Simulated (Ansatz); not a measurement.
# Si: a line through an energy map

How does the energy of Si (Fd-3m, No. 227; 2 atoms in the cell) vary with volume per atom, at c/a of the conventional cell = 1.157?

Computed with Ansatz 0.2.0 (DFT LDA, scalar-relativistic, plane waves, PAW, unless a step's input says otherwise).

73 further runs of the same task are left out: 73 set aside as unsound or not needed.

### 1 The structure to begin with

It takes space group Fd-3m (No. 227, cubic). Conventional cell: a = 5.402 Å, b = 5.402 Å, c = 5.402 Å, α = 90.00°, β = 90.00°, γ = 90.00°. Around Si (site symmetry -43m) lie 4 Si at 2.34 Å.

As a file:

```cif
data_structure
_symmetry_space_group_name_H-M 'P 1'
_symmetry_Int_Tables_number 1
_cell_length_a 3.8195
_cell_length_b 3.8195
_cell_length_c 3.8195
_cell_angle_alpha 60.000
_cell_angle_beta 60.000
_cell_angle_gamma 60.000
_cell_volume 39.40
loop_
_atom_site_label
_atom_site_type_symbol
_atom_site_fract_x
_atom_site_fract_y
_atom_site_fract_z
_atom_site_occupancy
Si1 Si 0.50000 0.50000 0.50000 1
Si2 Si 0.75000 0.75000 0.75000 1
```

It is the result of an earlier relaxation at this level (volume 19.70 Å³/atom; gap on the mesh: 0.44 eV).

### 2 What is varied

The energy is mapped over volume and the cell's shape.

- volume per atom: 11 values from 17.34 to 22.07 Å³
- c/a of the conventional cell: 11 values from 0.834 to 1.200

Nothing else is relaxed (symmetry fixes all fractional coordinates). Energies count from the relaxed crystal. Points are written as (first, second).

### 3 The run at (17.81 Å³, 1.157)

Contents of input.yaml:

```yaml
crystal:
  lattice:
    - [0.0, 2.4877473146, 2.8775773188]
    - [2.4877473146, 0.0, 2.8775773188]
    - [2.4877473146, 2.4877473146, 0.0]
  atoms:
    - { symbol: Si, position: [0.5, 0.5, 0.5] }
    - { symbol: Si, position: [0.75, 0.75, 0.75] }
basis:
  ecutwfc: 420
kpoints:
  mp_grid: { grid: [12, 12, 12] }
hamiltonian:
  xc: lda
  pseudopotentials: { kind: paw, azcp: { folder: soft_1 } }
scf:
  occupations: { method: gaussian, width: 0.05 }
output:
  forces: true
  stress: true
  eigenvalues: true
```

On the command line:

```sh
$ ansatz run input.yaml --threads 1 --pin off --max-ram 2048MiB --backend cpu --events-out ev --progress --plain --runs-dir out
```

Further runs follow: the other points of the line.

Before running it: what results should come out? Wanted: for each run, volume per atom; energy; slope; pressure.

The runs gave:

| volume per atom (Å³) | step | energy (meV/atom) | slope (meV/atom per Å³) | pressure (GPa) |
| --- | --- | --- | --- | --- |
| 17.34 | – | 187 | −91 | 14.6 |
| 17.81 | 3 | 150 | −67 | 10.7 |
| 18.28 | 4 | 123 | −46 | 7.3 |
| 18.75 | 5 | 107 | −27 | 4.3 |
| 19.23 | – | 98 | −10 | 1.6 |
| 19.70 | 6 | 97 | 4 | −0.7 |
| 20.17 | 7 | 102 | 17 | −2.7 |
| 20.65 | 8 | 113 | 28 | −4.6 |
| 21.12 | 9 | 128 | 38 | −6.2 |
| 21.59 | 10 | 149 | 47 | −7.6 |
| 22.07 | 11 | 173 | 55 | −8.8 |

Energies count from the relaxed crystal. Rows without a step come from runs not printed here or follow by symmetry. Slopes come from the forces (and the stress, where the cell changes), not from differences of energies.

Along the line the energy is lowest at 19.70 Å³, 97 meV/atom from the zero. A fit to energies and slopes at the lowest point and its two neighbours puts the minimum at 19.552 Å³, with a curvature of about 30 meV/atom per (Å³)². V·d²E/dV² there is about 94 GPa, a bulk modulus under this line's constraint. The highest point computed, at 17.34 Å³, lies 91 meV/atom above the lowest. This is one cut through a surface in two coordinates; the map's lowest point lies off it. The gap on the mesh closes on part of the grid.

These are semilocal Kohn-Sham gaps, which aren't the measured quantity. Such gaps usually fall short of the measured ones.
